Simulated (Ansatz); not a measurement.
Predict the output of the script below (Ansatz's Python interface).

`ch5nosn_bde.py`:
```python
"""Cost of removing each kind of hydrogen from CH5NOSn, fragments frozen."""

import ansatz

BASIS_SET = "def2-TZVP"
XC = "hf"


def single_point(molecule, charge=0, unpaired=0):
    calc = (
        molecule.calculation()
        .basis(gaussian=BASIS_SET)
        .functional(XC)
    )
    if charge:
        calc = calc.charge(charge)
    if unpaired:
        calc = calc.spin("collinear", total=unpaired)
    return calc.run(threads=1).report["free_energy_ev"]

def without(molecule, index):
    rest = ansatz.Crystal.molecule()
    for i, site in enumerate(molecule.cartesian_sites):
        if i != index:
            rest = rest.atom(site.symbol, site.position_ang)
    return rest

ch5nosn = (
    ansatz.Crystal.molecule()
    .atom("C", (0.3777, 1.2425, -0.5264))
    .atom("O", (1.3042, 0.2819, -0.5407))
    .atom("Sn", (0.9814, -0.8351, 1.0673))
    .atom("N", (-0.655, -1.9037, 0.8638))
    .atom("H", (0.4826, 1.9267, -1.4445))
    .atom("H", (0.418, 1.9418, 0.3662))
    .atom("H", (-0.6616, 0.8478, -0.6034))
    .atom("H", (-0.6527, -2.3436, -0.0827))
    .atom("H", (-1.5061, -1.2045, 0.8831))
)

whole = single_point(ch5nosn, 0)
hydrogen = single_point(ansatz.Crystal.molecule().atom("H", (0, 0, 0)), 0, 1)
print(f"E(molecule) = {whole:.5f} eV, E(H) = {hydrogen:.5f} eV")
for index in [6, 8]:
    radical = single_point(without(ch5nosn, index), 0, 1)
    print(f"H{index}: homolysis {(radical + hydrogen - whole):.3f} eV")
    anion = single_point(without(ch5nosn, index), -1)
    print(f"H{index}: loss of a proton {(anion - whole):.3f} eV")
```

`python ch5nosn_bde.py` gives:
```text
E(molecule) = -10435.18303 eV, E(H) = -13.60052 eV
H6: homolysis 3.364 eV
H6: loss of a proton 18.487 eV
H8: homolysis 3.304 eV
H8: loss of a proton 16.475 eV
```

Caveats:
- Total energies depend on the basis set; only differences at equal settings carry meaning.
- The geometry is a force-field or estimated start, not a minimum of this method, and the basis set is short of its limit. All parts are taken at fixed geometry, without zero-point energy.
- def2 sets replace the cores of elements past krypton by effective core potentials.
- The expectation value of S² is noticeably off S(S+1) in at least one run, so that state is spin-contaminated.
- Hartree-Fock leaves correlation out, so bond, atomisation and ionisation energies come out well too low.
- The spin-orbit lowering of heavy atoms is left out.
- Anions want diffuse functions, which this basis lacks.
- Wall time of the script: 55 s on 1 thread of Arm Neoverse V2, on a shared host, peak memory 0.65 GiB.
